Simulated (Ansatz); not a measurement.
# TlCuI3: the cost of one run

Program: Ansatz 0.2.0. Level of theory: DFT PBE, scalar-relativistic, plane waves, PAW. These are calculated values, not measurements.

1 further run of the same task is left out (set aside as unsound or not needed).

### Step 1. The structure to begin with

The structure is cubic, space group Pm-3m (No. 221). The conventional cell has a = 5.546 Å, b = 5.546 Å, c = 5.546 Å, α = 90.00°, β = 90.00°, γ = 90.00°. Tl (site symmetry m-3m) has 12 I at 3.92 Å as nearest neighbours. Cu (site symmetry m-3m) is surrounded by 6 I at 2.77 Å. I (site symmetry 4/mmm) has 2 Cu at 2.77 Å and 4 Tl at 3.92 Å as nearest neighbours.

As a file:

```cif
data_structure
_symmetry_space_group_name_H-M 'Pm-3m'
_symmetry_Int_Tables_number 221
_cell_length_a 5.5464
_cell_length_b 5.5464
_cell_length_c 5.5464
_cell_angle_alpha 90.000
_cell_angle_beta 90.000
_cell_angle_gamma 90.000
_cell_volume 170.62
loop_
_atom_site_label
_atom_site_type_symbol
_atom_site_symmetry_multiplicity
_atom_site_Wyckoff_symbol
_atom_site_fract_x
_atom_site_fract_y
_atom_site_fract_z
_atom_site_occupancy
Tl1 Tl 1 b 0.50000 0.50000 0.50000 1
Cu1 Cu 1 a 0.00000 0.00000 0.00000 1
I1 I 3 d 0.50000 0.00000 0.00000 1
```

The start is the relaxed end of an invented cell (made as: perovskite family, tilts a0a0a0 (Pm-3m, No. 221)), taken up again for a closer look.

### Step 2. Probe: one point on a coarse mesh

The input, input.yaml:

```yaml
crystal:
  lattice:
    - [5.5463788, 0.0, 0.0]
    - [0.0, 5.5463788, 0.0]
    - [0.0, 0.0, 5.5463788]
  atoms:
    - { symbol: Tl, position: [0.5, 0.5, 0.5] }
    - { symbol: Cu, position: [0.0, 0.0, 0.0] }
    - { symbol: I, position: [0.5, 0.0, 0.0] }
    - { symbol: I, position: [0.0, 0.5, 0.0] }
    - { symbol: I, position: [0.0, 0.0, 0.5] }
basis:
  ecutwfc: 420
kpoints:
  mp_grid: { grid: [4, 4, 4] }
hamiltonian:
  xc: pbe
scf:
  occupations: { method: gaussian, width: 0.1 }
  lower_state_search: "off"
output:
  forces: true
  stress: true
  eigenvalues: true
```

Command:

```console
$ ansatz run input.yaml --threads 1 --pin off --max-ram 3072MiB --backend cpu --events-out ev --progress --plain --runs-dir out
```

What time and memory should one allow on 1 thread of Arm Neoverse V1, shared host?

About 6 s, with a peak of 0.44 GiB.
